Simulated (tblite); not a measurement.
# C5H8GeO2: the cost of one run

The runs use tblite 0.8.0 and PySCF 2.14.0, with density-fitted response routines of our own; the level of theory stands in each step. All values are computed, except where a source is named. Atoms are numbered from 0 throughout.

### Step 1. Starting geometry

16 atoms, charge 0, multiplicity 1; geometry from: force field or distance geometry start.

Bonds of the start (Å): C0–C1 1.33, C1–Ge2 1.93, Ge2–C3 1.91, C3–C4 1.32, C4–O5 1.39, O5–C6 1.40, C6–O7 1.26, C0–H8 1.09, C0–H9 1.08, C1–H10 1.09, Ge2–H11 1.55, Ge2–H12 1.55, C3–H13 1.09, C4–H14 1.09, C6–H15 1.08.

### Step 2. Optimising the geometry with GFN2-xTB

Job settings and geometry (Å):

```
{"job": {"kind": "relax", "xc": "GFN2-xTB", "basis": "xTB"}, "charge": 0, "multiplicity": 1}
C     -2.229500     0.884700     1.044500
C     -2.337600    -0.412700     0.783100
Ge    -1.309800    -1.230700    -0.624800
C      0.555900    -1.167400    -0.222800
C      1.211000    -0.023100    -0.151800
O      2.569500    -0.013700     0.144000
C      3.330100     1.163100     0.221500
O      2.814300     2.293900     0.025900
H     -2.812800     1.325100     1.850800
H     -1.594700     1.523400     0.456700
H     -2.996000    -1.039500     1.388100
H     -1.594100    -0.492600    -1.962200
H     -1.758300    -2.707600    -0.750200
H      1.081200    -2.106500    -0.031900
H      0.684000     0.914700    -0.351700
H      4.379000     1.097800     0.478100
```

Launch:

```
OMP_NUM_THREADS=1 python probes_run.py task.json out
```

The driver reads the jobs from task.json and runs them one after another.

Q: Estimate the wall time of this first job on 1 thread of Arm Neoverse V1, shared host.

About 1.2 s.
